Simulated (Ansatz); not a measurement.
# C2H5SSi, SMILES C=C[SiH2][S]: an atomisation energy

Program: Ansatz 0.2.0 through its Python package.

`c2h5ssi.xyz`
```text
9

C     0.44310    1.10380   -1.04010
C     0.53100    0.39940    0.05230
Si   -0.66460   -0.85770    0.68890
S     0.45850   -2.71630    0.72720
H    -0.46660    1.06610   -1.72620
H     1.16560    1.87640   -1.33800
H     1.45100    0.51680    0.66810
H    -1.00400   -0.48970    2.07740
H    -1.82560   -0.94520   -0.12670
```

Run as a notebook:

**Cell 1**
```python
from collections import Counter

import ansatz as az
```

**Cell 2**
```python
def total_energy(molecule, charge=0, unpaired=0):
    calc = molecule.calculation().basis(gaussian="cc-pVTZ").correlation("mp2")
    if charge:
        calc = calc.charge(charge)
    if unpaired:
        calc = calc.spin("collinear", total=unpaired)
    report = calc.run(threads=1).report
    if report["published_state_doubts"]:
        print("  doubts:", report["published_state_doubts"])
    return report["free_energy_ev"]
```

**Cell 3**
```python
geometry = az.Crystal.molecule_from_extxyz("c2h5ssi.xyz")
```

**Cell 4**
```python
unpaired = {"C": 2, "Si": 2, "S": 2, "H": 1}
counts = Counter(site.symbol for site in geometry.cartesian_sites)
atom_energy = {s: total_energy(az.Crystal.molecule().atom(s, (0, 0, 0)), 0, unpaired[s]) for s in counts}
whole = total_energy(geometry, 0, 1)
for s, e in atom_energy.items():
    print(f"{s:2s} x{counts[s]}  {e:14.5f} eV")
print(f"C2H5SSi: {whole:.5f} eV")
split = sum(counts[s] * e for s, e in atom_energy.items()) - whole
print(f"atomisation energy (no zero-point term): {23.060548 * split:.1f} kcal/mol, {split / sum(counts.values()):.3f} eV an atom")
```
Output:
```text
C  x2     -1027.46078 eV
Si x1     -7861.70972 eV
S  x1    -10819.94927 eV
H  x5       -13.60052 eV
C2H5SSi: -20836.70639 eV
atomisation energy (no zero-point term): 740.8 kcal/mol, 3.569 eV an atom
```

740.8 kcal/mol from the electronic energies, without the zero-point term.

Reading the output:
- The settings weren't tested for convergence.
- The geometry is a force-field or estimated start, not a minimum of this method, and the basis set is short of its limit. All parts are taken at fixed geometry, without zero-point energy.
- The run takes the species as open-shell (spin multiplicity 2), which needn't be its ground state.
- For Al to Cl the sets with a tight d function, cc-pV(X+d)Z, are usual.
- It ran for 54 s on 1 thread of Arm Neoverse V1, on a shared host, peak memory 0.52 GiB.
